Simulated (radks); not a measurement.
# Zr²⁹⁺ in [Ne] 3s1: an all-electron calculation

An exercise on one series of results from a longer session: the logs are not shown, and one member is left open.

Method: Dirac Kohn-Sham, RPBE, spin-unpolarised, spherical densities, finite nucleus. Code: radks (a radial shooting solver on a logarithmic mesh, Libxc functionals) version 1.

**The atom as given**

```
element            : zirconium (Z = 40)
charge             : +29
electrons          : 11
configuration      : [Ne] 3s1
nuclear rms radius : 4.2694 fm
```

The outer shells:

Zr²⁹⁺
```
[Ne] core
3s [↑ ]
```

The first run:

The run's settings:

```text
Z 40
configuration [Ne] 3s1 3p0 4s0 3d0 4f0
relativity Dirac
functional rpbe,pbe
spin unpolarised
j_filling average
nucleus finite rms 4.2694 fm
c 137.035999084
```

One of the session's tables, all rows but one given; the rest of the session is left out.

It belongs to the step «Radial structure». Sizes of the orbitals, from the radial functions (bohr):

```
level      <r>  outermost maximum (interpolated)  90 % within  nodes
1s1/2  0.03704                            0.0241       0.0663      0
2s1/2   0.1592                             0.136        0.245      1
2p1/2   0.1357                             0.106        0.221      0
2p3/2   0.1399                             0.109        0.226      0
3s1/2   0.3881                             0.368        0.563      2
3p1/2   0.3714                             0.349        0.550      1
3p3/2        ?                                 ?            ?      ?
3d3/2   0.3309                             0.281        0.503      0
3d5/2   0.3328                             0.282        0.506      0
4s1/2   0.7171                             0.727         1.01      3
4f5/2   0.5979                             0.533        0.865      0
4f7/2   0.5989                             0.534        0.866      0
```

**Question.** Estimate the row for 3p3/2.

**Answer.** <r>: 0.3775; outermost maximum (interpolated): 0.355; 90 % within: 0.558; nodes: 1. In the column «<r>» it lies between 3p1/2 (0.3714) and 3s1/2 (0.3881).

To keep in mind: Spin polarisation and multiplet splitting are left out.
